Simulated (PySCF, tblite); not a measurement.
# C₆H₁₁O₄P: infrared bands and NMR shifts

What infrared bands and NMR shifts should C₆H₁₁O₄P (`O=P1(OC2CCC2)OCCO1`) show?

Programs: tblite 0.8.0 and PySCF 2.14.0, with density-fitted response routines of our own. Each step states its level of theory. These are calculated values for one molecule in the gas phase, unless marked as measured. Atoms count from 0, in the outputs and in this text.

## (1) The starting structure

22 atoms, charge 0, multiplicity 1; geometry from: GFN2-xTB.

Bonds of the start (Å): O0–P1 1.45, P1–O2 1.60, O2–C3 1.42, C3–C4 1.53, C4–C5 1.54, C5–C6 1.54, P1–O7 1.62, O7–C8 1.41, C8–C9 1.55, C9–O10 1.41, O10–P1 1.61, C6–C3 1.54, C3–H11 1.09, C4–H12 1.09, C4–H13 1.09, C5–H14 1.09, C5–H15 1.09, C6–H16 1.09, C6–H17 1.09, C8–H18 1.09, C8–H19 1.09, C9–H20 1.09, C9–H21 1.09.

## (2) Vibrational analysis with GFN2-xTB

Job settings and geometry (Å):

```
{"job": {"kind": "ir", "xc": "GFN2-xTB", "basis": "xTB"}, "charge": 0, "multiplicity": 1}
O      0.191717     2.625429    -0.288964
P      0.932604     1.393101    -0.105529
O      0.037464     0.101538     0.204190
C     -1.369113     0.173978     0.054606
C     -2.161476    -0.599570     1.117043
C     -2.987621    -1.243938    -0.008311
C     -1.961238    -0.733813    -1.032830
O      1.913944     0.932556    -1.303988
C      2.954286     0.136551    -0.789472
C      3.159424     0.560270     0.685989
O      2.046742     1.341657     1.055523
H     -1.663226     1.220602    -0.043138
H     -2.701464     0.001127     1.844465
H     -1.524937    -1.312467     1.635757
H     -3.112399    -2.322503     0.046875
H     -3.961823    -0.776592    -0.128700
H     -2.349381    -0.231980    -1.915342
H     -1.251106    -1.500296    -1.334565
H      2.672729    -0.919475    -0.845306
H      3.843998     0.312126    -1.397831
H      3.224255    -0.313537     1.339334
H      4.056213     1.174621     0.808561
```

**Question.** This job is followed by: GIAO PBE0/pcSseg-1 NMR shielding, non-relativistic, gas phase. What will the session give for the following? strongest single infrared mode (GFN2-xTB); zero-point energy (GFN2-xTB); ¹³C shifts against TMS (PBE0/pcSseg-1, means over atoms taken as alike); ¹H shifts against TMS (PBE0/pcSseg-1, means over atoms taken as alike); ¹⁷O shifts against H2O (PBE0/pcSseg-1, means over atoms taken as alike); ³¹P shifts against H3PO4 (PBE0/pcSseg-1).

The runs gave:

| quantity | value |
| --- | --- |
| strongest single infrared mode (GFN2-xTB) | 1310 cm⁻¹, 200 km/mol |
| zero-point energy (GFN2-xTB) | 108.6 kcal/mol |
| ¹³C shifts against TMS (PBE0/pcSseg-1, means over atoms taken as alike) | 71.4, 64.3, 33.1, 12.2 ppm |
| ¹H shifts against TMS (PBE0/pcSseg-1, means over atoms taken as alike) | 5.32, 4.35, 4.25, 2.47, 2.24, 1.77, 1.58 ppm |
| ¹⁷O shifts against H2O (PBE0/pcSseg-1, means over atoms taken as alike) | 138.5, 125.9, 86.4 ppm |
| ³¹P shifts against H3PO4 (PBE0/pcSseg-1) | 15.4 ppm |

In words: All 60 modes are real, so the xTB geometry is a minimum. The strongest single mode, at 1310 cm⁻¹, has its largest shares on O0, H11 and P1 (the list is cut at 3 atoms). Unscaled tight-binding wavenumbers are off by several per cent, some by more. Its intensities can rank the bands wrongly. The most deshielded carbon is C3 (sp3 CH bonded to O), at 71.4 ppm: pulled downfield by the heteroatom. H11 (hydrogen on an sp3 CH bonded to O) lies farthest downfield among hydrogen, at 5.32 ppm; its carbon carries O, an electronegative neighbour. At PBE0/pcSseg-1: Shielding is most anisotropic at P1 (span 273 ppm, paramagnetic term -667 ppm).
